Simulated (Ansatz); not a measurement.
**CBF₂N (SMILES N#CB(F)F): functionals against CCSD(T) at one geometry**

The task here is to estimate one member of a computed series from the others.

Computed with Ansatz 0.2.0, Gaussian basis. Level: single points in def2-TZVPP.

Cores are frozen in the correlated methods. B3LYP uses VWN-RPA correlation.

## Where the work starts

5 atoms, charge 0, spin multiplicity 1.

Atoms are counted from 1 here; the program's logs count them from 0.

Bond lengths: N1–C2 1.083 Å, C2–B3 1.450 Å, B3–F4 1.270 Å, B3–F5 1.439 Å. Angles: N1–C2–B3 174.5°, C2–B3–F4 127.4°, C2–B3–F5 120.6°, F4–B3–F5 107.1°.

Coordinates:

```
N    -0.6690    1.7316    0.8495
C    -0.3230    0.8194    0.3799
B     0.2620   -0.3388   -0.2673
F     1.3482   -0.9243    0.0349
F    -0.5723   -1.3080   -0.9274
```

The first run:

run/in.yaml

```yaml
crystal:
  periodic: [false, false, false]
  atoms:
    - {symbol: N, position_ang: [-0.669000, 1.731600, 0.849500]}
    - {symbol: C, position_ang: [-0.323000, 0.819400, 0.379900]}
    - {symbol: B, position_ang: [0.262000, -0.338800, -0.267300]}
    - {symbol: F, position_ang: [1.348200, -0.924300, 0.034900]}
    - {symbol: F, position_ang: [-0.572300, -1.308000, -0.927400]}
basis:
  gaussian: {orbitals: def2-TZVPP}
correlation: {method: ccsd_t}
output: {forces: true}
```

No record of the launch command was kept for these runs.

Among the steps run: CCSD(T)/def2-TZVPP; PBE0-D4/def2-TZVPP; wB97M-V/def2-TZVPP; r2SCAN-D4/def2-TZVPP; PBE-D4/def2-TZVPP; B3LYP-D4/def2-TZVPP; r2SCAN0-D4/def2-TZVPP.

One of the session's tables, all rows but one given; the rest of the session is left out.

| method | RMS force component (eV/Å) | angle to CCSD(T) forces (°) | dipole (D) |
| --- | --- | --- | --- |
| CCSD(T) | 4.423 | reference | 1.32 |
| PBE0-D4 | 3.963 | 3.0 | 1.32 |
| wB97M-V | 3.870 | 3.6 | 1.35 |
| r2SCAN-D4 | ? | ? | ? |
| PBE-D4 | 4.360 | 4.6 | 1.34 |
| B3LYP-D4 | 3.914 | 2.2 | 1.32 |
| r2SCAN0-D4 | 3.802 | 6.2 | 1.33 |

**Question.** Estimate the row for r2SCAN-D4.

The run gave: RMS force component (eV/Å): 4.084; angle to CCSD(T) forces (°): 1.3; dipole (D): 1.34. In the column «RMS force component (eV/Å)» it lies between PBE0-D4 (3.963) and PBE-D4 (4.360).
